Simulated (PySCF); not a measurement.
# C2H9GeOP: NMR shifts at several levels of theory, part 2 of 2

PySCF 2.14.0. Atoms count from 0. The steps go on from the part before.

## 6. NMR shieldings: PBE0/cc-pVTZ

Job settings and geometry (Å):

```
{"job": {"kind": "nmr", "xc": "PBE0", "basis": "cc-pVTZ", "pop": true}, "charge": 0, "multiplicity": 1}
C     -2.306535     0.890520     0.065530
C     -1.266127    -0.204428     0.117155
O     -0.013696     0.341358    -0.213840
Ge     1.456078    -0.666528    -0.166592
P      3.120618     0.793966    -0.831358
H     -3.306133     0.496060     0.303531
H     -2.060811     1.685307     0.785358
H     -2.335773     1.339107    -0.938670
H     -1.540064    -1.017692    -0.586027
H     -1.247246    -0.657294     1.130000
H      1.702143    -1.144241     1.283069
H      1.244903    -1.887881    -1.092416
H      2.828148     0.628307    -2.219835
H      4.107295    -0.242674    -0.836147
```

With the program's defaults for keys left out, this is: GIAO PBE0/cc-pVTZ NMR shielding, non-relativistic, gas phase.

Log:

```text
coarse grid: 51616 points
cycle   1  E = -2574.6361498646  dE = -3.379e-01  |g| = 8.370e-01  |ddm| = 6.649e+00
cycle   2  E = -2574.3378090821  dE =  2.983e-01  |g| = 1.487e+00  |ddm| = 2.662e+00
cycle   3  E = -2574.7500228117  dE = -4.122e-01  |g| = 1.787e-01  |ddm| = 1.865e+00
cycle   4  E = -2574.7552318933  dE = -5.209e-03  |g| = 5.176e-02  |ddm| = 2.627e-01
cycle   5  E = -2574.7556766498  dE = -4.448e-04  |g| = 1.042e-02  |ddm| = 7.936e-02
cycle   6  E = -2574.7557063101  dE = -2.966e-05  |g| = 2.716e-03  |ddm| = 1.982e-02
cycle   7  E = -2574.7557082319  dE = -1.922e-06  |g| = 6.384e-04  |ddm| = 4.814e-03
final grid: 106936 points
cycle   8  E = -2574.7556964262  dE = -6.450e-08  |g| = 7.305e-04  |ddm| = 4.565e-03
cycle   9  E = -2574.7556963733  dE =  5.294e-08  |g| = 8.736e-04  |ddm| = 2.419e-03
cycle  10  E = -2574.7556965495  dE = -1.762e-07  |g| = 7.916e-05  |ddm| = 1.323e-03
cycle  11  E = -2574.7556965507  dE = -1.132e-09  |g| = 1.717e-05  |ddm| = 1.012e-04
cycle  12  E = -2574.7556965507  dE = -3.683e-11  |g| = 3.426e-06  |ddm| = 2.384e-05
converged SCF energy = -2574.7556965507

GIAO shielding tensors (ppm)
atom      isotropic    diamagn.    paramagn.     s11        s22        s33       span
  0 C      167.131     242.321     -75.190    149.108    165.228    187.057     37.949
  1 C      121.737     238.831    -117.094     91.587    103.874    169.751     78.164
  2 O      297.457     387.439     -89.983    280.430    297.497    314.443     34.013
  3 Ge    1412.362    2756.757   -1344.395   1249.469   1370.437   1617.181    367.712
  4 P      602.732     967.399    -364.667    546.713    599.085    662.397    115.684
  5 H       30.314      28.555       1.759     26.496     27.316     37.130     10.634
  6 H       30.010      29.269       0.741     26.489     28.560     34.980      8.490
  7 H       30.044      29.249       0.796     26.544     28.634     34.956      8.412
  8 H       27.616      30.630      -3.014     22.367     27.756     32.726     10.359
  9 H       27.655      30.715      -3.060     22.392     27.811     32.762     10.369
 10 H       25.912      29.569      -3.657     19.744     21.696     36.294     16.550
 11 H       25.526      29.918      -4.392     19.239     21.533     35.804     16.565
 12 H       29.494      28.819       0.675     24.234     27.237     37.011     12.777
 13 H       29.953      27.621       2.331     24.914     26.764     38.179     13.265
```

Run time: 54 s. Hardware: 1 thread of Arm Neoverse V1, shared host; peak memory 1.2 GiB.

Key values: δ C1 65.6, C0 20.2, O2 37.4, Ge3 3, H10 5.57, H8 3.66 ppm (means over like atoms).

## 7. Nuclear shieldings: PBE0/aug-cc-pVDZ

Same as in step 6 but for these lines:

```diff
@@ -1,2 +1,2 @@
-{"job": {"kind": "nmr", "xc": "PBE0", "basis": "cc-pVTZ", "pop": true}, "charge": 0, "multiplicity": 1}
+{"job": {"kind": "nmr", "xc": "PBE0", "basis": "aug-cc-pVDZ", "pop": true}, "charge": 0, "multiplicity": 1}
 C     -2.306535     0.890520     0.065530
```

Level: GIAO PBE0/aug-cc-pVDZ NMR shielding, non-relativistic, gas phase.

Log:

```text
coarse grid: 51616 points
cycle   1  E = -2574.5333104328  dE = -3.079e-01  |g| = 6.955e-01  |ddm| = 7.457e+00
cycle   2  E = -2574.2620432896  dE =  2.713e-01  |g| = 1.334e+00  |ddm| = 2.968e+00
cycle   3  E = -2574.6311468116  dE = -3.691e-01  |g| = 1.102e-01  |ddm| = 1.911e+00
cycle   4  E = -2574.6334220979  dE = -2.275e-03  |g| = 4.649e-02  |ddm| = 3.106e-01
cycle   5  E = -2574.6339733116  dE = -5.512e-04  |g| = 6.646e-03  |ddm| = 1.051e-01
cycle   6  E = -2574.6339856189  dE = -1.231e-05  |g| = 1.366e-03  |ddm| = 1.562e-02
cycle   7  E = -2574.6339860587  dE = -4.398e-07  |g| = 4.760e-04  |ddm| = 3.476e-03
final grid: 106936 points
cycle   8  E = -2574.6339313574  dE = -4.997e-08  |g| = 5.803e-04  |ddm| = 8.326e-03
cycle   9  E = -2574.6339313242  dE =  3.320e-08  |g| = 6.908e-04  |ddm| = 2.404e-03
cycle  10  E = -2574.6339314393  dE = -1.151e-07  |g| = 2.046e-05  |ddm| = 1.214e-03
cycle  11  E = -2574.6339314394  dE = -7.549e-11  |g| = 9.959e-06  |ddm| = 5.236e-05
converged SCF energy = -2574.6339314394

GIAO shielding tensors (ppm)
atom      isotropic    diamagn.    paramagn.     s11        s22        s33       span
  0 C      175.243     211.162     -35.920    158.074    173.325    194.328     36.254
  1 C      131.645     208.111     -76.467    101.471    114.810    178.653     77.182
  2 O      298.873     374.434     -75.560    279.741    297.940    318.939     39.198
  3 Ge    1532.584    2754.255   -1221.671   1373.436   1492.004   1732.313    358.877
  4 P      634.891     967.138    -332.247    583.668    634.427    686.577    102.909
  5 H       30.307      28.338       1.969     26.491     27.369     37.061     10.570
  6 H       30.071      28.474       1.597     26.616     28.645     34.952      8.337
  7 H       30.107      28.545       1.563     26.667     28.722     34.933      8.266
  8 H       27.632      29.995      -2.364     22.343     27.728     32.824     10.481
  9 H       27.668      29.481      -1.813     22.341     27.796     32.866     10.525
 10 H       25.838      26.349      -0.510     19.580     21.596     36.339     16.758
 11 H       25.426      26.614      -1.188     19.059     21.383     35.836     16.777
 12 H       29.541      28.424       1.116     24.145     27.362     37.115     12.971
 13 H       29.999      25.893       4.107     24.783     26.909     38.306     13.523
```

Wall time 33 s (1 thread of Arm Neoverse V1, shared host); peak memory 0.99 GiB.

This run: δ C1 63.5, C0 19.9, O2 37.0, Ge3 -19, H10 5.76, H8 3.75 ppm (means over like atoms).

## 8. NMR shieldings: PBE0/pcSseg-0

Same as in step 7 but for these lines:

```diff
@@ -1,2 +1,2 @@
-{"job": {"kind": "nmr", "xc": "PBE0", "basis": "aug-cc-pVDZ", "pop": true}, "charge": 0, "multiplicity": 1}
+{"job": {"kind": "nmr", "xc": "PBE0", "basis": "pcSseg-0", "pop": true}, "charge": 0, "multiplicity": 1}
 C     -2.306535     0.890520     0.065530
```

Level: GIAO PBE0/pcSseg-0 NMR shielding, non-relativistic, gas phase.

Log:

```text
coarse grid: 51616 points
cycle   1  E = -2571.3775827507  dE = -8.415e-01  |g| = 6.743e-01  |ddm| = 3.461e+00
cycle   2  E = -2571.1506124262  dE =  2.270e-01  |g| = 1.248e+00  |ddm| = 2.559e+00
cycle   3  E = -2571.4708739010  dE = -3.203e-01  |g| = 9.038e-02  |ddm| = 1.871e+00
cycle   4  E = -2571.4724082524  dE = -1.534e-03  |g| = 4.345e-02  |ddm| = 1.741e-01
cycle   5  E = -2571.4729078765  dE = -4.996e-04  |g| = 4.928e-03  |ddm| = 6.190e-02
cycle   6  E = -2571.4729143810  dE = -6.504e-06  |g| = 8.983e-04  |ddm| = 9.245e-03
final grid: 106936 points
cycle   7  E = -2571.4728603072  dE = -9.245e-08  |g| = 8.534e-04  |ddm| = 2.696e-03
cycle   8  E = -2571.4728602757  dE =  3.154e-08  |g| = 9.900e-04  |ddm| = 1.996e-03
cycle   9  E = -2571.4728604714  dE = -1.958e-07  |g| = 1.843e-04  |ddm| = 1.076e-03
cycle  10  E = -2571.4728604788  dE = -7.301e-09  |g| = 2.156e-05  |ddm| = 2.469e-04
cycle  11  E = -2571.4728604789  dE = -1.196e-10  |g| = 1.744e-06  |ddm| = 2.620e-05
converged SCF energy = -2571.4728604789

GIAO shielding tensors (ppm)
atom      isotropic    diamagn.    paramagn.     s11        s22        s33       span
  0 C      170.568     245.884     -75.316    149.498    170.127    192.078     42.580
  1 C      124.991     241.834    -116.843     92.254    105.265    177.452     85.198
  2 O      326.834     395.291     -68.457    291.403    332.939    356.159     64.756
  3 Ge    1530.208    2747.673   -1217.465   1358.057   1458.661   1773.905    415.848
  4 P      643.887     965.216    -321.329    585.453    634.514    711.696    126.243
  5 H       31.790      28.664       3.126     27.429     28.961     38.980     11.552
  6 H       31.017      28.138       2.880     27.056     29.578     36.417      9.361
  7 H       31.064      28.278       2.786     27.116     29.675     36.401      9.286
  8 H       29.302      29.921      -0.620     23.712     29.269     34.924     11.212
  9 H       29.331      29.789      -0.458     23.674     29.348     34.970     11.296
 10 H       26.969      28.953      -1.984     20.667     22.570     37.669     17.002
 11 H       26.804      29.223      -2.419     20.295     22.663     37.454     17.159
 12 H       30.902      29.582       1.319     25.032     28.427     39.247     14.215
 13 H       31.517      30.299       1.218     26.012     27.889     40.649     14.638
```

Run time: 8.3 s. Hardware: 1 thread of Arm Neoverse V1, shared host; peak memory 0.62 GiB.

This run: δ C1 68.5, C0 22.9, O2 11.0, Ge3 18, H10 5.95, H8 3.52 ppm (means over like atoms).

## 9. Run by run: NMR shifts

Shifts (ppm) of some atoms, chosen among heavy atoms and hydrogens apart, means over like atoms, with basis size and wall time:

```csv
run,C1,C0,H10,H5,O2,Ge3,P4,functions,time
PBE0/6-31G*,62.1,19.7,5.85,1.15,20.1,28,-234.2,110,13 s
PBE0/def2-SVP,62.2,19.0,5.49,1.10,35.5,-10,-249.8,137,15 s
PBE0/def2-TZVP,66.7,20.3,5.73,1.15,36.7,0,-294.3,232,36 s
PBE0/cc-pVDZ,64.1,20.6,5.50,1.14,37.9,-2,-243.6,132,16 s
PBE0/cc-pVTZ,65.6,20.2,5.57,1.17,37.4,3,-283.0,293,54 s
PBE0/aug-cc-pVDZ,63.5,19.9,5.76,1.23,37.0,-19,-262.9,213,33 s
PBE0/pcSseg-0,68.5,22.9,5.95,1.54,11.0,18,-362.5,83,8.3 s
```

## 10. Results

The summary covers parts 1 to 2.

```
                                                            quantity                       value
                                13C shifts against TMS (PBE0/6-31G*)              62.1, 19.7 ppm
1H shifts against TMS (PBE0/6-31G*, means over atoms taken as alike)  5.85, 3.74, 1.80, 1.15 ppm
                                17O shifts against H2O (PBE0/6-31G*)                    20.1 ppm
                             73Ge shifts against GeMe4 (PBE0/6-31G*)                      28 ppm
                              31P shifts against H3PO4 (PBE0/6-31G*)                  -234.2 ppm
                                            range of the shift of P4        -362.5 to -234.2 ppm
```

What this shows: Single values in the summary come from the first sound run of each kind (PBE0/6-31G*), which need not be the best level. At PBE0/6-31G*: The largest span, 347 ppm, is at Ge3, where the paramagnetic term is -1246 ppm. In ppm, P4 moves most: its shift spreads over 128.3 ppm, from -362.5 (PBE0/pcSseg-0) to -234.2 (PBE0/6-31G*). Most of that comes from the computed reference, not from the atom's own shielding. Spin-orbit coupling is left out, which matters for shieldings and couplings at and beside the heavy atoms.
